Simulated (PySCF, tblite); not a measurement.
# C₇H₉F₂Si+: geometry, infrared bands and NMR shifts

Wanted: the infrared bands and NMR shifts of C₇H₉F₂Si+ (`FC[C@@H](F)C1=CC=CC[SiH+]1`), by calculation.

Programs: tblite 0.8.0 and PySCF 2.14.0, with density-fitted response routines of our own. Each step states its level of theory. These are calculated values for one molecule in the gas phase, unless marked as measured. Atoms are numbered from 0 throughout.

## Step 1: Starting geometry

19 atoms, charge 1, multiplicity 1; geometry from: force field or distance geometry start.

Bonds of the start (Å): F0–C1 1.37, C1–C2 1.52, C2–F3 1.42, C2–C4 1.46, C4–C5 1.30, C5–C6 1.45, C6–C7 1.29, C7–C8 1.46, C8–Si9 1.86, Si9–C4 1.83, C1–H10 1.11, C1–H11 1.12, C2–H12 1.10, C5–H13 1.10, C6–H14 1.11, C7–H15 1.12, C8–H16 1.12, C8–H17 1.11, Si9–H18 1.48.

## Step 2: Geometry optimisation with GFN2-xTB

Job settings and geometry (Å):

```
{"job": {"kind": "relax", "xc": "GFN2-xTB", "basis": "xTB"}, "charge": 1, "multiplicity": 1}
F     -2.661000    -0.186100     1.606100
C     -2.722500     0.422800     0.377300
C     -1.823800    -0.220600    -0.659800
F     -1.964600     0.488800    -1.877100
C     -0.403500    -0.227400    -0.322100
C      0.229200    -1.363100    -0.232700
C      1.636900    -1.409000     0.091200
C      2.471400    -0.451200     0.333900
C      2.310100     1.000200     0.356300
Si     0.521900     1.325000    -0.040700
H     -2.440700     1.482600     0.546200
H     -3.768300     0.445400    -0.013700
H     -2.248600    -1.219000    -0.866600
H     -0.348300    -2.277700    -0.409100
H      2.051600    -2.441300     0.149900
H      3.507700    -0.788500     0.571500
H      3.035900     1.524900    -0.308900
H      2.442100     1.315800     1.415000
H      0.164600     2.587600    -0.724100
```

Run with:

```console
$ OMP_NUM_THREADS=1 python probes_run.py task.json out
```

One launch serves the whole session: the jobs run in the order shown.

**Question.** This job is followed by: GFN2-xTB harmonic vibrations, gas phase; GIAO PBE0/pcSseg-1 NMR shielding, non-relativistic, gas phase. Predict these results of the whole session: strongest single infrared mode (GFN2-xTB); zero-point energy (GFN2-xTB); 13C shifts against TMS (PBE0/pcSseg-1); 1H shifts against TMS (PBE0/pcSseg-1); 19F shifts against CFCl3 (PBE0/pcSseg-1); 29Si shifts against TMS (PBE0/pcSseg-1).

**Answer**, as computed:

```
                                 quantity                                                     value
strongest single infrared mode (GFN2-xTB)                                     1541 cm⁻¹, 111 km/mol
             zero-point energy (GFN2-xTB)                                             86.9 kcal/mol
   13C shifts against TMS (PBE0/pcSseg-1)          165.3, 161.3, 155.7, 133.1, 97.7, 87.3, 37.5 ppm
    1H shifts against TMS (PBE0/pcSseg-1)  8.62, 8.37, 7.85, 7.60, 5.81, 5.73, 4.59, 3.63, 3.59 ppm
 19F shifts against CFCl3 (PBE0/pcSseg-1)                                        -180.6, -255.3 ppm
  29Si shifts against TMS (PBE0/pcSseg-1)                                                 255.6 ppm
```

In words: The optimisation took 197 steps and gained 1.004 eV; among the close pairs (by a distance rule), C4–C5 changed most, from 1.303 to 1.355 Å. All 51 modes are real, so the xTB geometry is a minimum. The strongest single mode, at 1541 cm⁻¹, is carried by C5, C4, C6, C7. Unscaled tight-binding wavenumbers are off by several per cent, some by more. Its intensities can rank the bands wrongly. At PBE0/pcSseg-1: Shielding is most anisotropic at Si9 (span 480 ppm, paramagnetic term -789 ppm). By nearest atom (PBE0/pcSseg-1), the HOMO sits on C4, C7 about 25 % each; C6 20 % and the LUMO on Si9 43 %; C5 15 %.
